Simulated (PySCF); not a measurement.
**One shape, several levels: C2H5BrSn (SMILES C[CH2][Sn][Br])**

Aim: a comparison of 3 runs (HF/STO-3G, HF/3-21G, BP86/def2-TZVP) of C2H5BrSn. Input form: a Python script.

The calculation is run with PySCF 2.14.0.

## (1) Starting point

C2H5BrSn has 9 atoms, charge 0, and is taken as a singlet. SMILES: `C[CH2][Sn][Br]`. The shape is that of a PBE0-D4/def2-TZVP optimisation. This is one conformer, not always the lowest.

Bond lengths: C1–C2 1.524 Å, C2–Sn3 2.193 Å, Sn3–Br4 2.538 Å, C1–H5 1.092 Å, C1–H6 1.094 Å, C1–H7 1.094 Å, C2–H8 1.095 Å, C2–H9 1.096 Å. Some angles: C1–C2–Sn3 114.2°, C2–Sn3–Br4 94.6°, C1–C2–H8 111.2°, C1–C2–H9 110.5°, Sn3–C2–H8 107.4°, Sn3–C2–H9 106.1°, C2–C1–H5 111.2°, C2–C1–H6 111.6°, C2–C1–H7 112.0°, H8–C2–H9 107.0°.

## (2) Energy and gradient at HF/STO-3G (run 1)

The input, job.py:

```python
from pyscf import gto

mol = gto.M(
    atom='''
C       -0.336700       0.919400       0.155300
C        0.397900      -0.334000       0.616400
Sn       1.443500      -1.404300      -0.986800
Br      -0.655100      -1.827900      -2.349500
H       -1.086100       0.681200      -0.602800
H       -0.852000       1.412000       0.985600
H        0.344500       1.658500      -0.277700
H        1.137700      -0.098600       1.389100
H       -0.305300      -1.052600       1.053200
''',
    basis='sto-3g',
    verbose=4,
    max_memory=1860,
    spin=0,
)

mf = mol.RHF()
mf.conv_tol = 1e-10
mf.kernel()
if not mf.converged:
    mf = mf.newton().run(mf.mo_coeff, mf.mo_occ)

e_tot = mf.e_tot
print(f'total energy: {e_tot:.8f} hartree')
grad = mf.nuc_grad_method().kernel()
mf.analyze()
```

On the command line:

```bash
$ OMP_NUM_THREADS=1 python job.py
```

The program printed:

```text
PySCF version 2.14.0

[... 84 lines left out ...]
DFT Exchange-Correlation Energy =     -262.526448911572515
[... 13 lines left out ...]
MO #12  energy= -26.5655903387776  occ= 2
[... 11 lines left out ...]
MO #24  energy= -6.8013057134261   occ= 2
[... 11 lines left out ...]
MO #36  energy= -0.885822450693866 occ= 2
[... 11 lines left out ...]
MO #48  energy= -0.318744216944007 occ= 2
[... 11 lines left out ...]
MO #60  energy= 0.79376769280438   occ= 0
[... 72 lines left out ...]
Dipole moment(X, Y, Z, Debye):  2.18227,  0.46245,  1.64404
```

Run time: 7.5 s. Hardware: 1 thread of Intel Xeon at 2.70GHz, shared host; peak memory 0.13 GiB.

## (3) Energy and forces at HF/3-21G (run 2)

The input, calc.py:

```python
# C[CH2][Sn][Br]
from pyscf import gto, scf

system = gto.M(
    atom=[
    ('C', (-0.336700, 0.919400, 0.155300)),
    ('C', (0.397900, -0.334000, 0.616400)),
    ('Sn', (1.443500, -1.404300, -0.986800)),
    ('Br', (-0.655100, -1.827900, -2.349500)),
    ('H', (-1.086100, 0.681200, -0.602800)),
    ('H', (-0.852000, 1.412000, 0.985600)),
    ('H', (0.344500, 1.658500, -0.277700)),
    ('H', (1.137700, -0.098600, 1.389100)),
    ('H', (-0.305300, -1.052600, 1.053200)),
],
    max_memory=1860,
    verbose=3,
    spin=0,
    basis='3-21g',
)

myscf = scf.RHF(system)
myscf.conv_tol = 1e-10
myscf.kernel()
if not myscf.converged:
    myscf = myscf.newton().run(myscf.mo_coeff, myscf.mo_occ)

e_final = myscf.e_tot
print('E(%s) = %.9f' % ('HF', e_final))
grad = myscf.nuc_grad_method().kernel()
myscf.analyze()
```

On the command line:

```bash
$ OMP_NUM_THREADS=1 python calc.py
```

The program printed:

```text
converged SCF energy = -8634.59201321367
[... 20 lines left out ...]
MO #11  energy= -31.548269112136   occ= 2
[... 13 lines left out ...]
MO #25  energy= -7.30859577693046  occ= 2
[... 13 lines left out ...]
MO #39  energy= -1.41737742428004  occ= 2
[... 13 lines left out ...]
MO #53  energy= 0.08754085258155   occ= 0
[... 13 lines left out ...]
MO #67  energy= 0.881904022473947  occ= 0
[... 13 lines left out ...]
MO #81  energy= 2.24585424153176   occ= 0
[... 10 lines left out ...]
Dipole moment(X, Y, Z, Debye):  2.33311,  0.99389,  2.48900
```

Wall time 11 s (1 thread of Intel Xeon at 2.70GHz, shared host); peak memory 0.16 GiB.

## (4) Energy and forces at BP86/def2-TZVP (core potential) (run 3)

The input, input.py:

```python
# C[CH2][Sn][Br]
import pyscf.grad
from pyscf import gto, dft

mol = gto.M(
    atom='''
C     -0.636271     1.737414     0.293474
C      0.751922    -0.631169     1.164827
Sn     2.727820    -2.653742    -1.864782
Br    -1.237960    -3.454230    -4.439912
H     -2.052432     1.287281    -1.139127
H     -1.610047     2.668293     1.862514
H      0.651011     3.134111    -0.524777
H      2.149941    -0.186327     2.625019
H     -0.576933    -1.989126     1.990260
''',
    max_memory=1860,
    verbose=4,
    charge=0,
    ecp={'Sn': 'def2-svp'},
    basis='def2-tzvp',
    unit='bohr',
)

ks = dft.RKS(mol, xc='bp86')
ks.conv_tol = 1e-10
ks.grids.level = 5
ks.kernel()
if not ks.converged:
    ks = ks.newton().run(ks.mo_coeff, ks.mo_occ)

e_final = ks.e_tot
print('E = %.10f Eh' % e_final)
grad = ks.Gradients().kernel()
ks.analyze()
```

On the command line:

```bash
$ OMP_NUM_THREADS=1 python input.py
```

The program printed:

```text
PySCF version 2.14.0

[... 131 lines left out ...]
MO #21  energy= -0.958040938345752 occ= 2
[... 33 lines left out ...]
MO #55  energy= 0.202614529519706  occ= 0
[... 33 lines left out ...]
MO #89  energy= 0.91728917317736   occ= 0
[... 33 lines left out ...]
MO #123 energy= 1.69630186873626   occ= 0
[... 33 lines left out ...]
MO #157 energy= 3.04999498139459   occ= 0
[... 34 lines left out ...]
WARN: Weak orthogonality for localized orbitals 2.079888491275917e-09
[... 203 lines left out ...]
Dipole moment(X, Y, Z, Debye):  1.86386,  0.71936,  1.85701
```

Wall time 3 min (1 thread of Intel Xeon at 2.70GHz, shared host); peak memory 2.8 GiB.

## (5) The series

```tsv
run	level	core potential	integration grid	energy (Eh)	dipole moment (D)	HOMO energy (eV)	LUMO energy (eV)	wall time
1	HF/STO-3G	–	–	-8585.733370	2.77	-5.50	3.84	7.5 s
2	HF/3-21G	–	–	-8634.592013	3.55	-8.41	-0.09	11 s
3	BP86/def2-TZVP (core potential)	def2-svp	5	-2868.150719	2.73	-5.54	-3.64	3 min
```

## (6) Summary of results

```
                       quantity           value
            run 3: total energy  -2868.15072 Eh
           run 3: dipole moment          2.73 D
             run 3: HOMO energy        -5.54 eV
             run 3: LUMO energy        -3.64 eV
           run 3: HOMO–LUMO gap         1.90 eV
run 3: largest force on an atom      0.421 eV/Å
```

In words: The dipole moment (its size) runs from 2.73 D (BP86/def2-TZVP) to 3.55 D (HF/3-21G). The two ends differ in method and basis and core potential. The HOMO–LUMO gap runs from 1.90 eV (BP86/def2-TZVP) to 9.34 eV (HF/STO-3G). Some runs of one species differ in core potentials or relativity; totals across that change don't compare. In run 1 the basis is minimal, so the values are rough. In runs 1, 2 relativity is left out where basis or elements ask for it. All runs together took 3.3 min, the longest 3 min.
